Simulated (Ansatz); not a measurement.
# GaTeH3O: single points off equilibrium

A test off equilibrium: a structure displaced at random from a GFN2-xTB minimum is computed at several levels, and each is set against CCSD(T).

Method: single points in def2-TZVPP; program: Ansatz 0.2.0, Gaussian basis.

Cores are frozen in the correlated methods. Filled d shells of the heavier atoms are correlated. Core potentials replace the inner electrons past krypton, and spin-orbit coupling is left out.

## Step 1: Where the work starts

6 atoms, charge 0, spin multiplicity 1.

Atoms are counted from 1 here; the program's logs count them from 0.

Bond lengths: O1–Ga2 1.737 Å, O1–H4 1.011 Å, Ga2–Te3 2.543 Å, Ga2–H5 1.572 Å, Te3–H6 1.579 Å. Angles: Ga2–O1–H4 141.5°, O1–Ga2–Te3 112.5°, O1–Ga2–H5 115.3°, Te3–Ga2–H5 132.1°, Ga2–Te3–H6 83.6°.

Coordinates:

```xyz
6

O    -0.00640   -1.08410    0.72760
Ga   -0.13420   -0.11870   -0.71020
Te    0.33500    2.34260   -0.27480
H    -0.08100   -2.03960    1.04860
H    -0.59990   -0.89100   -1.99830
H     0.63760    1.84420    1.19270
```

## Step 2: CCSD(T)/def2-TZVPP

File run/in.yaml:

```yaml
crystal:
  periodic: [false, false, false]
  atoms:
    - {symbol: O, position_ang: [-0.006400, -1.084100, 0.727600]}
    - {symbol: Ga, position_ang: [-0.134200, -0.118700, -0.710200]}
    - {symbol: Te, position_ang: [0.335000, 2.342600, -0.274800]}
    - {symbol: H, position_ang: [-0.081000, -2.039600, 1.048600]}
    - {symbol: H, position_ang: [-0.599900, -0.891000, -1.998300]}
    - {symbol: H, position_ang: [0.637600, 1.844200, 1.192700]}
basis:
  gaussian: {orbitals: def2-TZVPP}
correlation: {method: ccsd_t}
output: {forces: true}
```

No record of the launch command was kept for these runs.

## Step 3: PBE0-D4/def2-TZVPP

Edit run/in.yaml of step 2 so:

```diff
@@ -11,3 +11,3 @@
   gaussian: {orbitals: def2-TZVPP}
-correlation: {method: ccsd_t}
-output: {forces: true}
+hamiltonian: {xc: pbe0, dispersion: d4}
+output: {forces: true, orbitals: {seedname: orbitals}}
```

## Step 4: wB97M-V/def2-TZVPP

Edit run/in.yaml of step 3 so:

```diff
@@ -11,3 +11,3 @@
   gaussian: {orbitals: def2-TZVPP}
-hamiltonian: {xc: pbe0, dispersion: d4}
-output: {forces: true, orbitals: {seedname: orbitals}}
+hamiltonian: {xc: {name: wB97M-V}}
+output: {forces: true}
```

## Step 5: r2SCAN-D4/def2-TZVPP

Edit run/in.yaml of step 4 so:

```diff
@@ -11,3 +11,3 @@
   gaussian: {orbitals: def2-TZVPP}
-hamiltonian: {xc: {name: wB97M-V}}
+hamiltonian: {xc: r2scan, dispersion: d4}
 output: {forces: true}
```

## Step 6: PBE-D4/def2-TZVPP

Edit run/in.yaml of step 5 so:

```diff
@@ -11,3 +11,3 @@
   gaussian: {orbitals: def2-TZVPP}
-hamiltonian: {xc: r2scan, dispersion: d4}
+hamiltonian: {xc: pbe, dispersion: d4}
 output: {forces: true}
```

## Step 7: BHLYP-D4/def2-TZVPP

Edit run/in.yaml of step 6 so:

```diff
@@ -11,3 +11,3 @@
   gaussian: {orbitals: def2-TZVPP}
-hamiltonian: {xc: pbe, dispersion: d4}
+hamiltonian: {xc: {name: BHLYP}, dispersion: d4}
 output: {forces: true}
```

## Step 8: r2SCAN0-D4/def2-TZVPP

Edit run/in.yaml of step 7 so:

```diff
@@ -11,3 +11,3 @@
   gaussian: {orbitals: def2-TZVPP}
-hamiltonian: {xc: {name: BHLYP}, dispersion: d4}
+hamiltonian: {xc: {name: r2SCAN0}, dispersion: d4}
 output: {forces: true}
```

(Steps that only read results are left out.)

**Question.** What will these runs give? Wanted: energy less free atoms, CCSD(T)/def2-TZVPP; RMS force component; RMS force error; HOMO and LUMO, PBE0-D4; T1 diagnostic.

As calculated:

| quantity | value |
| --- | --- |
| energy less free atoms, CCSD(T)/def2-TZVPP | -1568.9 kJ/mol |
| RMS force component | 1.157 to 1.284 eV/Å over the methods |
| RMS force error | PBE0-D4 0.067, wB97M-V 0.040, r2SCAN-D4 0.075, PBE-D4 0.218, BHLYP-D4 0.169, r2SCAN0-D4 0.118 eV/Å |
| HOMO and LUMO, PBE0-D4 | -6.70 and -0.99 eV |
| T1 diagnostic | 0.013 |

In words: Against CCSD(T) the functionals' energies less atoms differ by -37.5 to +50.6 kJ/mol, PBE-D4 by -37.5 kJ/mol. The reference is not at the basis limit: in triple zeta CCSD(T) underbinds, which counts against methods that bind more; the gaps are no ranking. The forces of wB97M-V come nearest to CCSD(T), those of PBE-D4 are farthest.
